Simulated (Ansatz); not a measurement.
Task: harmonic frequencies at the relaxed geometry of CH4OSZn, SMILES O[CH2][Zn][SH], with Ansatz's Python interface. Give the script and its output. Settings (for the species named): B3LYP, def2-SVP basis, multiplicity 1.

```yaml
atoms:
  - { symbol: O, position_ang: [-0.6915, 1.0846, -0.8575] }
  - { symbol: C, position_ang: [0.3219, 0.7676, -0.0458] }
  - { symbol: Zn, position_ang: [0.9429, -0.7102, -0.4158] }
  - { symbol: S, position_ang: [0.3723, -1.9945, 0.9162] }
  - { symbol: H, position_ang: [-1.4147, 0.4133, -0.7441] }
  - { symbol: H, position_ang: [0.3205, 1.4202, 0.8648] }
  - { symbol: H, position_ang: [1.3075, 0.9187, -0.5863] }
  - { symbol: H, position_ang: [-1.0667, -1.9568, 0.8128] }
```

`ch4oszn_freq.py`:
```python
# -*- coding: utf-8 -*-
import ansatz as az
import numpy as np


def main():
    geometry_ang = [
        ("O", (-0.6915, 1.0846, -0.8575)),
        ("C", (0.3219, 0.7676, -0.0458)),
        ("Zn", (0.9429, -0.7102, -0.4158)),
        ("S", (0.3723, -1.9945, 0.9162)),
        ("H", (-1.4147, 0.4133, -0.7441)),
        ("H", (0.3205, 1.4202, 0.8648)),
        ("H", (1.3075, 0.9187, -0.5863)),
        ("H", (-1.0667, -1.9568, 0.8128)),
    ]
    mol = az.Crystal.molecule()
    for symbol, xyz in geometry_ang:
        mol = mol.atom(symbol, xyz)

    job = (
        mol.calculation()
        .basis(gaussian="def2-SVP")
        .functional("B3LYP")
        .scf(lower_state_search="standard")
    )
    symbols = [site.symbol for site in mol.cartesian_sites]
    start = np.array([site.position_ang for site in mol.cartesian_sites], dtype=float)
    def progress(event):
        if event["event"] == "relax_step":
            row = event["data"]
            print(f"step {row['step']:3d}  E = {row['lagrangian_ev']:.6f} eV  max force {row['allowed_force_max_ev_ang']:.4f} eV/A")


    report = job.relax(force_tolerance=0.003, max_steps=100).session().plan().execute(on_event=progress).report
    end = np.array(report["positions_ang"])

    print("final positions (A) and the move of each atom")
    for symbol, xyz, old in zip(symbols, end, start):
        print(f"{symbol:2s} {xyz[0]:10.5f} {xyz[1]:10.5f} {xyz[2]:10.5f}   {np.linalg.norm(xyz - old):7.4f}")

    minimum = az.Crystal.molecule()
    for symbol, xyz in zip(symbols, end):
        minimum = minimum.atom(symbol, xyz.tolist())
    vibrating = (
        minimum.calculation()
        .basis(gaussian="def2-SVP")
        .functional("B3LYP")
        .scf(lower_state_search="standard")
        .phonons(temperatures=(100, 500, 100))
    )
    vib = vibrating.run(threads=1).report["vibrations"]
    sums = vib["harmonic_sums"]
    modes = [m["omega_inv_cm"] for m in sums["modes_at_gamma"] if m["rigid_motion"] == "no"]
    for number, w in enumerate(modes, start=1):
        print(f"mode {number:2d} {w:9.1f} 1/cm {w / 8065.544 * 1000:8.2f} meV")
    print("imaginary modes:", sum(w < 0 for w in modes), " zero-point energy:", round(sums["zero_point_energy_ev"], 4), "eV")
    print("T (K)   F_vib (eV)   S_vib (meV/K)   C_vib (meV/K)")
    for row in zip(sums["temperatures_k"], sums["vibrational_free_energy_ev"], vib["entropy_ev_per_k"], vib["heat_capacity_ev_per_k"]):
        print(f"{row[0]:6.1f} {row[1]:11.4f} {1000 * row[2]:13.4f} {1000 * row[3]:15.4f}")


if __name__ == "__main__":
    main()
```

```console
$ python ch4oszn_freq.py
step   1  E = -62388.084529 eV  max force 8.2988 eV/A
step   2  E = -62390.318701 eV  max force 4.5357 eV/A
step   3  E = -62391.855188 eV  max force 2.0060 eV/A
step   4  E = -62392.707269 eV  max force 1.1377 eV/A
step   5  E = -62393.157339 eV  max force 0.8987 eV/A
step   6  E = -62393.337103 eV  max force 0.4997 eV/A
step   7  E = -62393.443950 eV  max force 0.3336 eV/A
step   8  E = -62393.529375 eV  max force 0.4188 eV/A
step   9  E = -62393.581508 eV  max force 0.2037 eV/A
step  10  E = -62393.594350 eV  max force 0.2557 eV/A
step  11  E = -62393.602884 eV  max force 0.1491 eV/A
step  12  E = -62393.604674 eV  max force 0.0547 eV/A
step  13  E = -62393.605716 eV  max force 0.0519 eV/A
step  14  E = -62393.580068 eV  max force 0.8728 eV/A
step  15  E = -62393.606464 eV  max force 0.0300 eV/A
step  16  E = -62393.604680 eV  max force 0.3029 eV/A
step  17  E = -62393.606754 eV  max force 0.0273 eV/A
step  18  E = -62393.607141 eV  max force 0.0933 eV/A
step  19  E = -62393.607559 eV  max force 0.0767 eV/A
step  20  E = -62393.607888 eV  max force 0.1107 eV/A
step  21  E = -62393.608384 eV  max force 0.1024 eV/A
step  22  E = -62393.609213 eV  max force 0.0073 eV/A
step  23  E = -62393.609144 eV  max force 0.0628 eV/A
step  24  E = -62393.609227 eV  max force 0.0041 eV/A
step  25  E = -62393.609549 eV  max force 0.0035 eV/A
step  26  E = -62393.602943 eV  max force 0.4942 eV/A
step  27  E = -62393.609724 eV  max force 0.0086 eV/A
step  28  E = -62393.609565 eV  max force 0.1353 eV/A
step  29  E = -62393.609837 eV  max force 0.0259 eV/A
step  30  E = -62393.610012 eV  max force 0.0547 eV/A
step  31  E = -62393.610120 eV  max force 0.0381 eV/A
step  32  E = -62393.610219 eV  max force 0.0148 eV/A
step  33  E = -62393.610318 eV  max force 0.0207 eV/A
step  34  E = -62393.610349 eV  max force 0.0453 eV/A
step  35  E = -62393.610399 eV  max force 0.0185 eV/A
step  36  E = -62393.610429 eV  max force 0.0033 eV/A
step  37  E = -62393.610442 eV  max force 0.0062 eV/A
step  38  E = -62393.610448 eV  max force 0.0105 eV/A
step  39  E = -62393.610451 eV  max force 0.0033 eV/A
step  40  E = -62393.610451 eV  max force 0.0018 eV/A
final positions (A) and the move of each atom
O    -0.46936    1.48840   -1.33841    0.6661
C     0.32865    1.04001   -0.25205    0.3417
Zn    0.25946   -0.91302    0.15141    0.9110
S     0.19705   -3.08896    0.54376    1.1693
H    -1.39590    1.44186   -1.07327    1.0801
H     0.14382    1.62828    0.67027    0.3352
H     1.37545    1.25207   -0.52948    0.3449
H    -0.34696   -2.90575    1.77207    1.5293
mode  1      48.9 1/cm     6.06 meV
mode  2      69.3 1/cm     8.59 meV
mode  3      97.6 1/cm    12.10 meV
mode  4     238.4 1/cm    29.56 meV
mode  5     305.9 1/cm    37.93 meV
mode  6     365.3 1/cm    45.30 meV
mode  7     530.5 1/cm    65.77 meV
mode  8     594.3 1/cm    73.68 meV
mode  9     666.6 1/cm    82.64 meV
mode 10    1049.5 1/cm   130.12 meV
mode 11    1135.2 1/cm   140.74 meV
mode 12    1242.7 1/cm   154.07 meV
mode 13    1369.2 1/cm   169.75 meV
mode 14    1450.0 1/cm   179.78 meV
mode 15    2651.4 1/cm   328.73 meV
mode 16    2970.5 1/cm   368.30 meV
mode 17    3066.5 1/cm   380.20 meV
mode 18    3827.3 1/cm   474.52 meV
imaginary modes: 0  zero-point energy: 1.3439 eV
T (K)   F_vib (eV)   S_vib (meV/K)   C_vib (meV/K)
 100.0      1.3312        0.2938          0.3082
 200.0      1.2875        0.5702          0.5025
 300.0      1.2186        0.8033          0.6517
 400.0      1.1278        1.0080          0.7732
 500.0      1.0177        1.1915          0.8717
```

Caveats:
- These settings explore the input space; basis and method may be short of convergence.
- The frequencies are harmonic and unscaled, in a modest basis. The result belongs to the one conformer reached from this start, and soft torsions count as harmonic oscillators.
- b3lyp holds the VWN-RPA fit, as in Gaussian; the form of ORCA and Turbomole is b3lyp5.
- Hardware and time: 5.9 min on 1 thread of Arm Neoverse V2 (shared host), peak memory 0.29 GiB.

(A comment or docstring line of the script was reworded after the run, the code is as it ran; lines on the test bed's own set-up are left out of the output.)
